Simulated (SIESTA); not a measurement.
Crystal: MgMnCoO4.

```
Co Mn Mg O
1.0
     5.25377    0.00000    0.00000
     0.00000    2.96979    0.00000
    -1.91952    0.00000    5.28213
Co Mn Mg O
1 1 1 4
Direct
  0.49027 0.00000 0.47727
  0.02324 0.50000 0.53719
  0.85423 0.50000 0.05202
  0.79476 0.00000 0.28697
  0.22822 0.50000 0.30970
  0.75042 0.50000 0.69196
  0.22136 0.00000 0.71990
```

The cell comes from a database or a generator and needn't be the stable form of this composition.

- Program: SIESTA 5.4.2
- Task: single point
- Functional: PBE
- Potentials or basis: PseudoDojo 0.4 standard (PBE files)
- Basis: DZP (energy shift 0.003 Ry; two zetas on semicore shells)
- Grid cutoff: 800 Ry
- Energy shift: 0.003 Ry
- k mesh: 6 × 9 × 5
- Occupations: fermi-dirac, width 0.05 eV
- Spin: collinear spin, ferromagnetic start
- Starting moments: [2.0, 4.0, 0.0, 0.0, 0.0, 0.0, 0.0] μB

On this cell: pressure -2.5 GPa; largest force 0.626 eV/Å; net moment 6.00 μB per cell; site moments Co +2.67; Mn +2.84; Mg +0.02; O +0.05, +0.19, +0.16, +0.08 μB; band gap on the k mesh none (metal or under the smearing width).

The same run follows on a disturbed copy (atoms moved at random, drawn with an rms of 0.05 Å):

```
Co Mn Mg O
1.0
     5.25377    0.00000    0.00000
     0.00000    2.96979    0.00000
    -1.91952    0.00000    5.28213
Co Mn Mg O
1 1 1 4
Direct
  0.49096 0.99889 0.48889
  0.02090 0.49752 0.53621
  0.85971 0.50029 0.05684
  0.79793 0.99568 0.28851
  0.22469 0.49991 0.30314
  0.75769 0.50697 0.69724
  0.23215 0.00483 0.72135
```

Task: What does the disturbed cell give?

Result: The energy (extrapolated to zero smearing) moves by +13.7 meV/atom; pressure -3.0 GPa; largest force 1.304 eV/Å; net moment 6.00 μB per cell; site moments Co +2.68; Mn +2.84; Mg +0.01; O +0.04, +0.19, +0.17, +0.07 μB; band gap on the k mesh none (metal or under the smearing width).

Forces on the atoms (eV/Å):
```
Co  -0.256  0.080 -0.445
Mn   1.171  0.110  0.563
Mg  -0.333 -0.063 -0.437
O   -0.368  0.131  0.396
O    0.626 -0.040  0.856
O   -0.285 -0.081 -0.408
O   -0.560 -0.135 -0.532
```

Stress tensor (GPa, compression positive):
```
-4.25 -0.34 -0.04
-0.34 -5.93 -0.49
-0.04 -0.49  1.33
```

Caveats: short orbitals over semicore shells can move pressures by several GPa; the basis of atomic orbitals isn't converged, which shifts pressures, moduli and gaps; semilocal functionals often make such compounds metallic where correlation or magnetic order opens a gap, which also shifts bond lengths; only a ferromagnetic start was run, and an antiferromagnetic order may lie lower in energy.
